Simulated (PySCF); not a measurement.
**YbH2: a change of charge**

How does YbH2 respond at fixed geometry? The runs cover a change of charge. It is a constructed species; whether it can be made isn't addressed.

The runs use PySCF 2.14.0; PBE0, Yb def2-SVP with ECP28, H def2-SVP; scalar-relativistic core potentials, no spin–orbit coupling.

1 further run of the same task is left out (for a known fault of the program).

## 1. Starting geometry

3 atoms, charge 0, spin multiplicity 1.

Bond lengths: Yb1–H2 2.073 Å, Yb1–H3 2.073 Å. Angles: H2–Yb1–H3 128.6°.

Coordinates:

```xyz
3

Yb    0.0000    0.0000    0.0160
H     1.8680    0.0000    0.9144
H    -1.8680    0.0000    0.9144
```

Formal oxidation states: Yb +2. An earlier session relaxed this geometry at PBE0, Yb def2-SVP with ECP28, H def2-SVP (singlet, point group C2v).

Its energy there is -1160.297659 Eh.

## 2. One electron removed, multiplicity 2

run.py (the lines that set the calculation) reads:

```python
mol = gto.M(atom='''
Yb     0.00000     0.00000     0.01596
H      1.86802     0.00000     0.91439
H     -1.86802     0.00000     0.91439''',
    basis={'Yb': 'def2-SVP', 'H': 'def2-SVP'},
    ecp={'Yb': 'def2-SVP'},
    charge=1, spin=1)
mf = dft.UKS(mol, xc='PBE0')
mf.grids.atom_grid = (50, 194)  # f atoms: unpruned, at least (60, 302)
mf = mf.density_fit()  # fitting sets: Yb def2-universal-JKFIT, H def2-universal-JKFIT
mf.conv_tol = 1e-08; mf.max_cycle = 55
mf.kernel(dm0)  # dm0: the density of the relaxed state
```

The run is started by

```sh
OMP_NUM_THREADS=2 python run.py
```

Output:

```text
init E= -1160.31051210542
  HOMO = -0.185831776102  LUMO = -0.184049230977  gap/eV = 0.04851
cycle= 1 E= -1159.74491486016  delta_E= 0.566  |g|= 1.38  |ddm|= 0.746
  HOMO = -0.518229502914  LUMO = -0.496997813284  gap/eV = 0.57774
cycle= 2 E= -1158.31695908384  delta_E= 1.43  |g|= 4.19  |ddm|= 1.73
  HOMO = -0.497569875596  LUMO = -0.44293081762  gap/eV = 1.48680
cycle= 3 E= -1159.89463309661  delta_E= -1.58  |g|= 0.988  |ddm|= 0.963
  HOMO = -0.475319793217  LUMO = -0.393791258634  gap/eV = 2.21850
cycle= 4 E= -1160.01264327419  delta_E= -0.118  |g|= 0.149  |ddm|= 0.385
  HOMO = -0.460746910447  LUMO = -0.37131702916  gap/eV = 2.43351
cycle= 5 E= -1160.01311477679  delta_E= -0.000472  |g|= 0.167  |ddm|= 0.0945
  HOMO = -0.458371620185  LUMO = -0.368966260181  gap/eV = 2.43284
cycle= 6 E= -1160.01528071356  delta_E= -0.00217  |g|= 0.114  |ddm|= 0.0509
  HOMO = -0.454138537666  LUMO = -0.365049397518  gap/eV = 2.42424
cycle= 7 E= -1160.01662257813  delta_E= -0.00134  |g|= 0.0622  |ddm|= 0.0549
  HOMO = -0.449895133099  LUMO = -0.361622214481  gap/eV = 2.40203
cycle= 8 E= -1160.0171804297  delta_E= -0.000558  |g|= 0.0214  |ddm|= 0.0491
  HOMO = -0.448351962715  LUMO = -0.361013141667  gap/eV = 2.37661
cycle= 9 E= -1160.01727948267  delta_E= -9.91e-05  |g|= 0.00416  |ddm|= 0.0276
  HOMO = -0.447910123788  LUMO = -0.360885891351  gap/eV = 2.36805
cycle= 10 E= -1160.01728911599  delta_E= -9.63e-06  |g|= 0.000967  |ddm|= 0.00978
  HOMO = -0.447729515572  LUMO = -0.360836719713  gap/eV = 2.36447
cycle= 11 E= -1160.01729178194  delta_E= -2.67e-06  |g|= 0.000556  |ddm|= 0.00545
  HOMO = -0.447753775379  LUMO = -0.360854151719  gap/eV = 2.36466
cycle= 12 E= -1160.01729274329  delta_E= -9.61e-07  |g|= 0.000391  |ddm|= 0.00357
  HOMO = -0.447768375386  LUMO = -0.360843544015  gap/eV = 2.36535
cycle= 13 E= -1160.01729290703  delta_E= -1.64e-07  |g|= 8.89e-05  |ddm|= 0.00171
  HOMO = -0.447768777567  LUMO = -0.36084344613  gap/eV = 2.36536
cycle= 14 E= -1160.01729291499  delta_E= -7.96e-09  |g|= 4.85e-05  |ddm|= 0.000348
  HOMO = -0.447765524592  LUMO = -0.360841355003  gap/eV = 2.36533
Extra cycle  E= -1160.01729291354  delta_E= 1.45e-09  |g|= 0.00015  |ddm|= 6.17e-05
converged SCF energy = -1160.01729291354  <S^2> = 0.77938454  2S+1 = 2.0291718
```

Run time: 1.9 s. Hardware: 2 threads of Arm Neoverse V1, shared host.

Read off: E = -1160.017293 Eh (+7.629 eV from the relaxed state), HOMO -12.18 eV, LUMO -9.82 eV (over both spins), ⟨S²⟩ = 0.779, Mulliken charge on Yb1 +1.11 e. 

## 3. One electron added, multiplicity 2

Changes to run.py (the lines that set the calculation) since step 2:

```diff
@@ -6,3 +6,3 @@
     ecp={'Yb': 'def2-SVP'},
-    charge=1, spin=1)
+    charge=-1, spin=1)
 mf = dft.UKS(mol, xc='PBE0')
```

The run is started by

```sh
OMP_NUM_THREADS=2 python run.py
```

Output:

```text
init E= -1160.30939498318
  HOMO = -0.0625654572774  LUMO = -0.0601712916439  gap/eV = 0.06515
cycle= 1 E= -1160.29967638043  delta_E= 0.00972  |g|= 0.103  |ddm|= 0.94
  HOMO = 0.0596796030974  LUMO = 0.12491232583  gap/eV = 1.77507
cycle= 2 E= -1160.30623694151  delta_E= -0.00656  |g|= 0.215  |ddm|= 0.825
  HOMO = 0.0472455508895  LUMO = 0.114613510554  gap/eV = 1.83318
cycle= 3 E= -1160.31377437081  delta_E= -0.00754  |g|= 0.0717  |ddm|= 0.131
  HOMO = 0.0372850191562  LUMO = 0.104069723411  gap/eV = 1.81730
cycle= 4 E= -1160.31469993535  delta_E= -0.000926  |g|= 0.0111  |ddm|= 0.0536
  HOMO = 0.0324859839388  LUMO = 0.0985102838785  gap/eV = 1.79661
cycle= 5 E= -1160.31479537736  delta_E= -9.54e-05  |g|= 0.0105  |ddm|= 0.0458
  HOMO = 0.0320736406603  LUMO = 0.0978086361164  gap/eV = 1.78874
cycle= 6 E= -1160.31482983436  delta_E= -3.45e-05  |g|= 0.00245  |ddm|= 0.0269
  HOMO = 0.0319309791482  LUMO = 0.0973779938767  gap/eV = 1.78090
cycle= 7 E= -1160.31483552611  delta_E= -5.69e-06  |g|= 0.000675  |ddm|= 0.0155
  HOMO = 0.0318695075673  LUMO = 0.0971697921111  gap/eV = 1.77691
cycle= 8 E= -1160.31483625427  delta_E= -7.28e-07  |g|= 0.000132  |ddm|= 0.00613
  HOMO = 0.0318478085799  LUMO = 0.0971230209698  gap/eV = 1.77623
cycle= 9 E= -1160.31483630098  delta_E= -4.67e-08  |g|= 5.47e-05  |ddm|= 0.00127
  HOMO = 0.0318467843616  LUMO = 0.0971241694581  gap/eV = 1.77629
cycle= 10 E= -1160.31483630534  delta_E= -4.36e-09  |g|= 1.54e-05  |ddm|= 0.000218
  HOMO = 0.0318503278913  LUMO = 0.0971296486573  gap/eV = 1.77634
Extra cycle  E= -1160.31483630585  delta_E= -5.1e-10  |g|= 2.21e-05  |ddm|= 7.68e-05
converged SCF energy = -1160.31483630585  <S^2> = 0.75098154  2S+1 = 2.0009813
```

Run time: 1.5 s. Hardware: 2 threads of Arm Neoverse V1, shared host.

Result: E = -1160.314836 Eh (-0.467 eV from the relaxed state), HOMO 0.87 eV, LUMO 2.64 eV (over both spins), ⟨S²⟩ = 0.751, Mulliken charge on Yb1 -0.20 e. The highest filled level lies above zero; it isn't the detachment energy.

## 4. Results

| state | energy from the relaxed state (eV) | ⟨S²⟩ | time |
| --- | --- | --- | --- |
| charge 0, singlet, vacuum (relaxed) | 0 | 0.00 |  |
| charge -1, doublet, vacuum | -0.47 | 0.75 | 1.5 s |
| charge +1, doublet, vacuum | 7.63 | 0.78 | 1.9 s |

An electron taken off or put on is at rest in vacuum. 

Removing an electron vertically costs 7.63 eV (doublet), against −HOMO = 5.47 eV. Adding an electron vertically releases 0.47 eV (doublet). The bases are small and lack diffuse functions. Spin–orbit coupling is left out.
